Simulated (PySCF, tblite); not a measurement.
# C6H8N+: vibronic structure

Aim: compute the vibronic structure of C6H8N+ (`C[n+]1ccccc1`).

Computed with tblite 0.8.0 and PySCF 2.14.0 and routines of our own; the level stands in each step. Atoms count from 0.

## (1) The system as given

15 atoms, charge 1, multiplicity 1; geometry from: force field or distance geometry start.

## (2) Optimising the geometry with GFN2-xTB

What the job is given:

```
{"job": {"kind": "relax", "xc": "GFN2-xTB", "basis": "xTB"}, "charge": 1, "multiplicity": 1}
C      2.120200    -0.230300    -0.087600
N      0.666800    -0.053300    -0.036000
C     -0.088100    -1.164300    -0.012400
C     -1.487200    -1.044400     0.033100
C     -1.986900     0.231000     0.092400
C     -1.194400     1.358500     0.071200
C      0.180200     1.196100     0.012500
H      2.519600    -0.639100     0.865600
H      2.288000    -1.058900    -0.834000
H      2.631300     0.687100    -0.382300
H      0.370700    -2.145300    -0.054200
H     -2.134000    -1.923400     0.053100
H     -3.061400     0.380700     0.140400
H     -1.647700     2.326600     0.107300
H      0.818500     2.087000     0.008900
```

Command:

```
> OMP_NUM_THREADS=1 python excited_run.py task.json out
```

The driver reads the jobs from task.json and runs them one after another.

What it wrote:

```text
step      E/eV     max force
  0    -528.43379    1.579
  1    -528.52244    0.806
  2    -528.55995    0.451
  3    -528.59546    0.437
  4    -528.61018    0.289
  5    -528.62019    0.218
  6    -528.62408    0.126
  7    -528.62609    0.104
  8    -528.62726    0.085
  9    -528.62801    0.062
 10    -528.62850    0.055
 11    -528.62893    0.059
 12    -528.62936    0.051
 13    -528.62973    0.044
 14    -528.63003    0.041
 15    -528.63031    0.042
 16    -528.63057    0.042
 17    -528.63073    0.028
 18    -528.63081    0.015
 19    -528.63085    0.015
 20    -528.63089    0.017
 21    -528.63093    0.015
 22    -528.63095    0.010
 23    -528.63096    0.008
```

It took 0.16 s on 1 thread of Arm Neoverse N1, shared host.

Along the way:

```csv
step,energy from step 0 (eV),largest force (eV/Å)
0,0.0000,1.5792
1,-0.0886,0.8058
2,-0.1262,0.4514
3,-0.1617,0.4365
4,-0.1764,0.2895
5,-0.1864,0.2184
6,-0.1903,0.1259
7,-0.1923,0.1042
8,-0.1935,0.0850
9,-0.1942,0.0616
10,-0.1947,0.0555
11,-0.1951,0.0586
12,-0.1956,0.0513
13,-0.1959,0.0439
14,-0.1962,0.0412
15,-0.1965,0.0421
16,-0.1968,0.0422
17,-0.1969,0.0285
18,-0.1970,0.0154
19,-0.1971,0.0151
20,-0.1971,0.0166
21,-0.1971,0.0149
22,-0.1972,0.0097
23,-0.1972,0.0075
```

Distances of close pairs at the start and the end, largest changes first:

```csv
bond,before (Å),after (Å),change (Å)
C0–H8,1.128,1.090,-0.038
C2–C3,1.405,1.379,-0.026
C0–H7,1.111,1.092,-0.019
C0–N1,1.465,1.446,-0.019
C3–C4,1.371,1.390,+0.019
C6–H14,1.096,1.080,-0.016
C3–H11,1.092,1.078,-0.013
C4–C5,1.378,1.389,+0.010
```

The next job starts from the end point, and lists it.

## (3) Vibrational analysis with GFN2-xTB

What the job is given:

```
{"job": {"kind": "ir", "xc": "GFN2-xTB", "basis": "xTB"}, "charge": 1, "multiplicity": 1}
C      2.117102    -0.256527    -0.103325
N      0.684268    -0.072313    -0.041445
C     -0.110437    -1.149962    -0.018847
C     -1.482044    -1.024443     0.047491
C     -2.046548     0.244984     0.092157
C     -1.204629     1.349030     0.078297
C      0.160983     1.156597     0.010484
H      2.494489    -0.589328     0.865785
H      2.370001    -1.012394    -0.846376
H      2.612112     0.675538    -0.366791
H      0.369180    -2.117640    -0.054746
H     -2.098746    -1.908850     0.062441
H     -3.117020     0.370005     0.137533
H     -1.599427     2.351691     0.117475
H      0.846300     1.991602    -0.002044
```

What it wrote:

```text
mode    cm-1     km/mol
  1      -6.0      0.47
  2     187.4      1.03
  3     363.0      0.00
  4     382.4      0.05
  5     430.8      3.29
  6     521.3      0.33
  7     613.4      0.16
  8     657.9     15.73
  9     759.2     48.02
 10     815.1      2.47
 11     875.1      0.03
 12     915.4      0.01
 13     933.8      0.01
 14     947.3      0.42
 15    1018.3      2.97
 16    1056.0      0.98
 17    1085.0      1.55
 18    1087.9      3.00
 19    1118.3      6.61
 20    1158.1      0.06
 21    1195.2      0.40
 22    1213.5      2.01
 23    1266.4      1.98
 24    1333.3      9.41
 25    1403.5     41.97
 26    1422.8      2.35
 27    1436.8     28.88
 28    1443.8      9.38
 29    1447.2     23.70
 30    1561.9      0.37
 31    1583.9     23.57
 32    3008.7      1.23
 33    3038.3      0.55
 34    3061.6      0.11
 35    3093.2      4.85
 36    3094.5      4.46
 37    3109.6      1.46
 38    3118.6     10.91
 39    3122.5      7.20
```

Wall time 0.52 s (1 thread of Arm Neoverse N1, shared host).

The strongest bands and the atoms that carry them (share of the mass-weighted mode):

```csv
cm⁻¹,km/mol,atoms
658,15.7,"N1 17 %, C5 13 %, C3 13 %, C2 11 %"
759,48.0,"H12 19 %, H13 18 %, H11 18 %, H14 11 %"
1333,9.4,"N1 24 %, C2 14 %, C4 14 %, C5 14 %"
1404,42.0,"H7 36 %, H8 29 %, H9 16 %, C0 13 %"
1437,28.9,"H9 40 %, H8 23 %, H7 16 %"
1447,23.7,"H9 27 %, H8 27 %, H7 11 %"
1584,23.6,"C6 22 %, C2 22 %, C3 21 %, C5 18 %"
3119,10.9,"H11 46 %, H13 43 %"
```

## (4) Vibronic structure: TDDFT BHandHLYP/def2-SVP

Settings changed since step 3:

```diff
@@ -1,2 +1,2 @@
-{"job": {"kind": "ir", "xc": "GFN2-xTB", "basis": "xTB"}, "charge": 1, "multiplicity": 1}
+{"job": {"kind": "vib", "xc": "BHandHLYP", "basis": "def2-SVP", "tda": false}, "charge": 1, "multiplicity": 1}
 C      2.117102    -0.256527    -0.103325
```

With the program's defaults for keys left out, this is: TDDFT BHandHLYP/def2-SVP vertical-gradient vibronic structure (displaced harmonic oscillators, Condon), gas phase.

What it wrote:

```text
final grid: 55976 points
cycle   1  E = -287.5262555852  dE =  1.767e+00  |g| = 4.230e-01  |ddm| = 4.102e+00
cycle   2  E = -287.5214688227  dE =  4.787e-03  |g| = 4.975e-01  |ddm| = 9.378e-01
cycle   3  E = -287.5802629303  dE = -5.879e-02  |g| = 6.023e-02  |ddm| = 4.669e-01
cycle   4  E = -287.5811057143  dE = -8.428e-04  |g| = 2.765e-02  |ddm| = 9.515e-02
cycle   5  E = -287.5813051230  dE = -1.994e-04  |g| = 3.208e-03  |ddm| = 2.874e-02
cycle   6  E = -287.5813074369  dE = -2.314e-06  |g| = 1.334e-03  |ddm| = 4.049e-03
cycle   7  E = -287.5813078912  dE = -4.543e-07  |g| = 3.079e-04  |ddm| = 1.481e-03
cycle   8  E = -287.5813079125  dE = -2.127e-08  |g| = 9.444e-05  |ddm| = 3.192e-04
cycle   9  E = -287.5813079154  dE = -2.946e-09  |g| = 3.756e-05  |ddm| = 1.286e-04
cycle  10  E = -287.5813079158  dE = -4.113e-10  |g| = 6.731e-06  |ddm| = 4.678e-05
converged SCF energy = -287.5813079158

Singlet excitations (eV, f): 5.668 (0.0903)  6.389 (0.0206)  7.606 (0.7262)  7.821 (0.3752)  7.918 (0.0046)  7.997 (0.0000)

State S1  5.6676 eV  f = 0.09026  H->L 0.86, H-1->L+1 0.14
  relaxed dipole 1.113 D, largest gradient of the excitation energy 0.0577 Eh/bohr
  mode    cm-1        S   lambda/meV  Raman
   22   1213.5    0.4412      66.4   1.000
    6    521.3    0.9799      63.3   0.410
   15   1018.3    0.2737      34.6   0.437
   17   1085.0    0.1120      15.1   0.203
   18   1087.9    0.0492       6.6   0.090
   28   1443.8    0.0346       6.2   0.111
   21   1195.2    0.0105       1.6   0.023
   29   1447.2    0.0078       1.4   0.025
   25   1403.5    0.0061       1.1   0.019
   10    815.1    0.0082       0.8   0.008
  reorganisation energy 0.2018 eV, total S 1.958, 0-0 5.4658 eV
  absorption maximum 5.600 eV, width 0.306 eV

State S3  7.6057 eV  f = 0.72616  H->L+1 0.62, H-1->L 0.35
  relaxed dipole 1.189 D, largest gradient of the excitation energy 0.0578 Eh/bohr
  mode    cm-1        S   lambda/meV  Raman
   22   1213.5    0.5575      83.9   0.837
   31   1583.9    0.3912      76.8   1.000
   15   1018.3    0.3562      45.0   0.376
   17   1085.0    0.2048      27.5   0.246
   18   1087.9    0.0439       5.9   0.053
   10    815.1    0.0479       4.8   0.032
    6    521.3    0.0397       2.6   0.011
   21   1195.2    0.0139       2.1   0.020
   29   1447.2    0.0095       1.7   0.020
   24   1333.3    0.0096       1.6   0.017
   28   1443.8    0.0087       1.6   0.019
  reorganisation energy 0.2591 eV, total S 1.705, 0-0 7.3466 eV
  absorption maximum 7.487 eV, width 0.318 eV

State S4  7.8207 eV  f = 0.37525  H-1->L+1 0.85, H->L 0.13
  relaxed dipole 1.030 D, largest gradient of the excitation energy 0.0454 Eh/bohr
  mode    cm-1        S   lambda/meV  Raman
   22   1213.5    0.6076      91.4   1.000
   17   1085.0    0.4267      57.4   0.561
   15   1018.3    0.2704      34.1   0.313
    6    521.3    0.2476      16.0   0.075
   10    815.1    0.1282      13.0   0.095
   18   1087.9    0.0668       9.0   0.088
   31   1583.9    0.0190       3.7   0.053
   30   1561.9    0.0184       3.6   0.050
   28   1443.8    0.0116       2.1   0.027
   39   3122.5    0.0050       2.0   0.055
   16   1056.0    0.0106       1.4   0.013
  reorganisation energy 0.2418 eV, total S 1.856, 0-0 7.5789 eV
  absorption maximum 7.719 eV, width 0.316 eV

State T1  4.1797 eV  f = 0.00000  H->L 0.88
  relaxed dipole 1.012 D, largest gradient of the excitation energy 0.0678 Eh/bohr
  mode    cm-1        S   lambda/meV  Raman
   30   1561.9    0.5969     115.6   1.000
   22   1213.5    0.4719      71.0   0.477
    6    521.3    0.9868      63.8   0.184
   15   1018.3    0.4494      56.7   0.320
   28   1443.8    0.0790      14.1   0.113
   16   1056.0    0.0452       5.9   0.035
    7    613.4    0.0761       5.8   0.020
   26   1422.8    0.0307       5.4   0.043
   20   1158.1    0.0364       5.2   0.034
   18   1087.9    0.0316       4.3   0.026
   24   1333.3    0.0238       3.9   0.029
   17   1085.0    0.0254       3.4   0.021
  reorganisation energy 0.3710 eV, total S 2.952, 0-0 3.8087 eV
  absorption maximum 4.005 eV, width 0.586 eV
```

Wall time 39 s (1 thread of Arm Neoverse N1, shared host); peak memory 0.72 GiB.

## (5) Vibronic structure: TDDFT BHandHLYP/def2-SVP

Settings changed since step 4:

```diff
@@ -1,2 +1,2 @@
-{"job": {"kind": "vib", "xc": "BHandHLYP", "basis": "def2-SVP", "tda": false}, "charge": 1, "multiplicity": 1}
+{"job": {"kind": "vib", "xc": "BHandHLYP", "basis": "def2-SVP", "tda": false, "nstates": 2}, "charge": 1, "multiplicity": 1}
 C      2.117102    -0.256527    -0.103325
```

Level: TDDFT BHandHLYP/def2-SVP vertical-gradient vibronic structure (displaced harmonic oscillators, Condon), gas phase.

What it wrote:

```text
final grid: 55976 points
cycle   1  E = -287.5262555852  dE =  1.767e+00  |g| = 4.230e-01  |ddm| = 4.102e+00
cycle   2  E = -287.5214688227  dE =  4.787e-03  |g| = 4.975e-01  |ddm| = 9.378e-01
cycle   3  E = -287.5802629303  dE = -5.879e-02  |g| = 6.023e-02  |ddm| = 4.669e-01
cycle   4  E = -287.5811057143  dE = -8.428e-04  |g| = 2.765e-02  |ddm| = 9.515e-02
cycle   5  E = -287.5813051230  dE = -1.994e-04  |g| = 3.208e-03  |ddm| = 2.874e-02
cycle   6  E = -287.5813074369  dE = -2.314e-06  |g| = 1.334e-03  |ddm| = 4.049e-03
cycle   7  E = -287.5813078912  dE = -4.543e-07  |g| = 3.079e-04  |ddm| = 1.481e-03
cycle   8  E = -287.5813079125  dE = -2.127e-08  |g| = 9.444e-05  |ddm| = 3.192e-04
cycle   9  E = -287.5813079154  dE = -2.946e-09  |g| = 3.756e-05  |ddm| = 1.286e-04
cycle  10  E = -287.5813079158  dE = -4.113e-10  |g| = 6.731e-06  |ddm| = 4.678e-05
converged SCF energy = -287.5813079158

Singlet excitations (eV, f): 5.668 (0.0903)  6.389 (0.0206)

State S1  5.6676 eV  f = 0.09026  H->L 0.86, H-1->L+1 0.14
  relaxed dipole 1.113 D, largest gradient of the excitation energy 0.0577 Eh/bohr
  mode    cm-1        S   lambda/meV  Raman
   22   1213.5    0.4412      66.4   1.000
    6    521.3    0.9799      63.3   0.410
   15   1018.3    0.2737      34.6   0.437
   17   1085.0    0.1120      15.1   0.203
   18   1087.9    0.0492       6.6   0.090
   28   1443.8    0.0346       6.2   0.111
   21   1195.2    0.0105       1.6   0.023
   29   1447.2    0.0078       1.4   0.025
   25   1403.5    0.0061       1.1   0.019
   10    815.1    0.0082       0.8   0.008
  reorganisation energy 0.2018 eV, total S 1.958, 0-0 5.4658 eV
  absorption maximum 5.600 eV, width 0.306 eV

State S2  6.3888 eV  f = 0.02062  H-1->L 0.63, H->L+1 0.36
  relaxed dipole 0.665 D, largest gradient of the excitation energy 0.0440 Eh/bohr
  mode    cm-1        S   lambda/meV  Raman
   22   1213.5    0.4654      70.0   1.000
   15   1018.3    0.3833      48.4   0.580
   17   1085.0    0.2131      28.7   0.366
   31   1583.9    0.0358       7.0   0.131
   18   1087.9    0.0500       6.7   0.086
   21   1195.2    0.0263       3.9   0.055
   10    815.1    0.0335       3.4   0.032
   24   1333.3    0.0088       1.5   0.023
   30   1561.9    0.0052       1.0   0.018
  reorganisation energy 0.1772 eV, total S 1.256, 0-0 6.2116 eV
  absorption maximum 6.212 eV, width 0.300 eV

State T1  4.1797 eV  f = 0.00000  H->L 0.88
  relaxed dipole 1.012 D, largest gradient of the excitation energy 0.0678 Eh/bohr
  mode    cm-1        S   lambda/meV  Raman
   30   1561.9    0.5969     115.6   1.000
   22   1213.5    0.4719      71.0   0.477
    6    521.3    0.9868      63.8   0.184
   15   1018.3    0.4494      56.7   0.320
   28   1443.8    0.0790      14.1   0.113
   16   1056.0    0.0452       5.9   0.035
    7    613.4    0.0761       5.8   0.020
   26   1422.8    0.0307       5.4   0.043
   20   1158.1    0.0364       5.2   0.034
   18   1087.9    0.0317       4.3   0.026
   24   1333.3    0.0238       3.9   0.029
   17   1085.0    0.0254       3.4   0.021
  reorganisation energy 0.3710 eV, total S 2.952, 0-0 3.8087 eV
  absorption maximum 4.005 eV, width 0.586 eV
```

Run time: 31 s. Hardware: 1 thread of Arm Neoverse N1, shared host; peak memory 0.89 GiB.

## (6) What came out

| quantity | value |
| --- | --- |
| strongest single infrared mode (GFN2-xTB) | 759 cm⁻¹, 48 km/mol |
| zero-point energy (GFN2-xTB) | 78.5 kcal/mol |
| S1: vertical, reorganisation, 0-0, total S (step 4, TDDFT BHandHLYP/def2-SVP, modes from GFN2-xTB) | 5.67, 0.20, 5.47 eV; 2.0 |
| S3: vertical, reorganisation, 0-0, total S (step 4, TDDFT BHandHLYP/def2-SVP, modes from GFN2-xTB) | 7.61, 0.26, 7.35 eV; 1.7 |
| S4: vertical, reorganisation, 0-0, total S (step 4, TDDFT BHandHLYP/def2-SVP, modes from GFN2-xTB) | 7.82, 0.24, 7.58 eV; 1.9 |
| S1: vertical, reorganisation, 0-0, total S (step 5, TDDFT BHandHLYP/def2-SVP, modes from GFN2-xTB) | 5.67, 0.20, 5.47 eV; 2.0 |
| S2: vertical, reorganisation, 0-0, total S (step 5, TDDFT BHandHLYP/def2-SVP, modes from GFN2-xTB) | 6.39, 0.18, 6.21 eV; 1.3 |
| T1: vertical, reorganisation, 0-0, total S (step 5, TDA BHandHLYP/def2-SVP, modes from GFN2-xTB) | 4.18, 0.37, 3.81 eV; 3.0 |

The lowest mode is slightly imaginary (6i cm⁻¹), a soft motion within the noise of the Hessian, so the minimum is not strictly shown. The strongest single mode, at 759 cm⁻¹, is spread over many atoms; the largest shares are those of H12, H13, H11. GFN2-xTB is a fitted tight-binding method: band positions and strengths are rough. Its intensities can rank the bands wrongly. The vibronic model keeps the ground-state modes (from xTB) and shifts them along the gradient alone, so it can miss much of the relaxation that a full optimisation finds.
